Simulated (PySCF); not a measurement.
# IrSH: triplet, from a PBE0 minimum start

The task is one start of a wider search on IrSH: the triplet, from a PBE0 minimum start. It is relaxed, tested by its Hessian and followed downhill if it is a saddle.

Program: PySCF 2.14.0. Level of theory: PBE0, basis Ir def2-TZVP with ECP60, S def2-TZVP, H def2-TZVP, scalar-relativistic core potentials, no spin–orbit coupling, density fitting. These are calculated values, not measurements.

## Step 1: The starting structure

3 atoms, charge 0, spin multiplicity 3.

Bond lengths: Ir1–S2 2.037 Å, Ir1–H3 1.546 Å. Angles: S2–Ir1–H3 93.2°.

Z-matrix (Å, degrees; charge 0 multiplicity 3):
```
Ir
S  1 2.0370
H  1 1.5458 2 93.24
```

## Step 2: The SCF at the typed geometry

One driver script runs all steps and calls PySCF; scf.py shows how it sets up the SCF of each step. The optimiser is the driver's own. After this first run the driver tries any further starts and a stability analysis.

scf.py

```python
from pyscf import gto, scf, dft
mol = gto.M(atom='''
Ir    -0.090525     0.147478     0.230137
S      0.529342    -0.862373    -1.426754
H      0.539625    -0.879033     1.199001''',
    basis={'Ir': 'def2-TZVP', 'S': 'def2-TZVP', 'H': 'def2-TZVP'},
    ecp={'Ir': 'def2-TZVP'},
    charge=0, spin=2)
mf = dft.UKS(mol, xc='PBE0')
mf.grids.atom_grid = (50, 194)
aux = {'Ir': 'def2-universal-JKFIT', 'S': 'def2-universal-JKFIT', 'H': 'def2-universal-JKFIT'}
mf = mf.density_fit(auxbasis=aux)
mf.conv_tol = 1e-08
mf.diis_space = 10
mf.max_cycle = 60
mf.init_guess = 'minao'
mf.verbose = 4
mf.kernel()
```

Started as:

```sh
> OMP_NUM_THREADS=2 python axn.py task.json out
```

Further steps of the session: PBE0 minimum start, triplet: relaxation; Is it a minimum? Harmonic modes.

What does the calculation give? Wanted: minimum; geometry; wavenumbers; dipole moment; highest occupied, lowest empty level; polar-tensor charge of Ir1; zero-point energy; atomisation energy; ⟨S²⟩.

**Answer**, as computed:

| quantity | value |
| --- | --- |
| minimum | triplet, Cs |
| geometry | Ir–H 1.546 Å, Ir–S 2.037 Å; H–Ir–S 93.2° |
| wavenumbers (cm⁻¹) | 556 (a'), 616 (a'), 2380 (a') |
| dipole moment | 2.14 D |
| highest occupied, lowest empty level (either spin) | -6.40, -3.63 eV |
| polar-tensor charge of Ir1 | +0.37 e |
| zero-point energy | 21.3 kJ/mol |
| entropy at 298.15 K | 281.2 J/(mol K) |
| atomisation energy (no zero-point energy) | 726 kJ/mol |
| ⟨S²⟩ | 2.025 |

**Reading.** The PBE0 minimum start keeps its Cs symmetry and ends in a minimum. In the infrared the band at 616 cm⁻¹ (a', bend) leads. Most of the spin sits on Ir1 (Mulliken spin 1.13, against 2 for the whole molecule). Only this shape and spin were tried, so other structures or states may lie lower. One determinant may miss the lowest occupation of an open d or f shell. With an element this heavy the missing spin–orbit coupling can shift these numbers.
